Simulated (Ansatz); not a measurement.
# ClF₂GeHO: a ladder of functionals and wavefunction methods

One table from this session's results is given with a row withheld; the runs are named, their logs left out.

Program: Ansatz 0.2.0, Gaussian basis. Level of theory: functionals in def2-TZVPP, the program's frozen cores in correlated methods. These are calculated values, not measurements.

Plan: LDA (SPW92), PBE-D4, revPBE-D4, BLYP-D4, r2SCAN-D4, B97M-V, PBE0-D4, B3LYP-D4, r2SCANh-D4, r2SCAN0-D4, HSE06-D4, BHLYP-D4, CAM-B3LYP-D4, LC-ωPBE, ωB97X-V, ωB97M-V, B2PLYP, PBE-QIDH; CCSD(T)/def2-SVP; CCSD(T)/def2-TZVPP; MP2/def2-QZVPP; extrapolation to the limit; RPA on PBE.

## The geometry

An earlier PBE0-D4 in a triple-zeta def2 set relaxation fixed the geometry.

SMILES `[OH][Ge]([F])([F])[Cl]`, 6 atoms, charge 0, spin multiplicity 1.

Atoms are counted from 1 here; the program's logs count them from 0.

Bond lengths: O1–Ge2 1.735 Å, O1–H6 0.962 Å, Ge2–F3 1.710 Å, Ge2–F4 1.710 Å, Ge2–Cl5 2.090 Å. Angles: Ge2–O1–H6 113.2°, O1–Ge2–F3 110.9°, O1–Ge2–F4 110.9°, O1–Ge2–Cl5 109.7°, F3–Ge2–F4 104.7°, F3–Ge2–Cl5 110.3°, F4–Ge2–Cl5 110.3°.

Geometry (Å):

```xyz
6
charge 0, multiplicity 1
O    -0.9095    0.5345    0.9273
Ge    0.2236   -0.0174   -0.2651
F     1.5899   -0.7309    0.4759
F    -0.4541   -1.2657   -1.2177
Cl    0.8098    1.5824   -1.4764
H    -1.2176   -0.1668    1.5098
```

The first run:

Input file in.yaml:

```yaml
crystal:
  periodic: [false, false, false]
  atoms:
    - {symbol: O, position_ang: [-0.909490, 0.534475, 0.927297]}
    - {symbol: Ge, position_ang: [0.223614, -0.017408, -0.265094]}
    - {symbol: F, position_ang: [1.589877, -0.730949, 0.475919]}
    - {symbol: F, position_ang: [-0.454063, -1.265747, -1.217727]}
    - {symbol: Cl, position_ang: [0.809756, 1.582378, -1.476385]}
    - {symbol: H, position_ang: [-1.217594, -0.166849, 1.509790]}
basis:
  gaussian: {orbitals: def2-TZVPP}
hamiltonian: {xc: lda}
output: {orbitals: {seedname: orbitals}}
```

Command:

```bash
ansatz run in.yaml --threads 4 --pin off --events-out ev --progress --plain --max-ram 10444MiB
```

Among the steps run: LDA; PBE-D4 (GGA); revPBE-D4 (GGA); BLYP-D4 (GGA); r2SCAN-D4 (meta-GGA); B97M-V (meta-GGA); B3LYP-D4 (hybrid); r2SCANh-D4 (hybrid); r2SCAN0-D4 (hybrid); HSE06-D4 (hybrid); BHLYP-D4 (hybrid); CAM-B3LYP-D4 (range-separated); LC-ωPBE (range-separated); ωB97X-V (range-separated); ωB97M-V (range-separated); B2PLYP (double hybrid); PBE-QIDH (double hybrid).

One of the session's tables, all rows but one given; the rest of the session is left out.

It belongs to the step «Orbital energies across the functionals». 

| functional | HOMO (eV) | gap (eV) |
| --- | --- | --- |
| LDA (SPW92) | -8.72 | 6.00 |
| PBE-D4 | -8.51 | 6.14 |
| revPBE-D4 | -8.43 | 6.21 |
| BLYP-D4 | -8.38 | 6.03 |
| r2SCAN-D4 | -8.95 | 6.95 |
| B97M-V | -9.03 | 7.03 |
| PBE0-D4 | -10.18 | 8.90 |
| B3LYP-D4 | -9.88 | 8.21 |
| r2SCANh-D4 | -9.58 | 7.95 |
| r2SCAN0-D4 | ? | ? |
| HSE06-D4 | -9.77 | 8.11 |
| BHLYP-D4 | -11.59 | 11.33 |
| CAM-B3LYP-D4 | -11.62 | 11.32 |
| LC-ωPBE | -13.08 | 14.19 |
| ωB97X-V | -12.68 | 13.65 |
| ωB97M-V | -12.52 | 13.27 |

**Question.** Estimate the row for r2SCAN0-D4.

Worked estimate for «HOMO (eV)». Against the share of exact exchange, r2SCAN-D4 (0, -8.95), r2SCANh-D4 (0.1, -9.58) give a slope of -6.30 per unit share; at 0.25 the line stands at -10.52.

The run gave: HOMO (eV): -10.47; gap (eV): 9.41. In «HOMO (eV)» the line misses by -0.05.
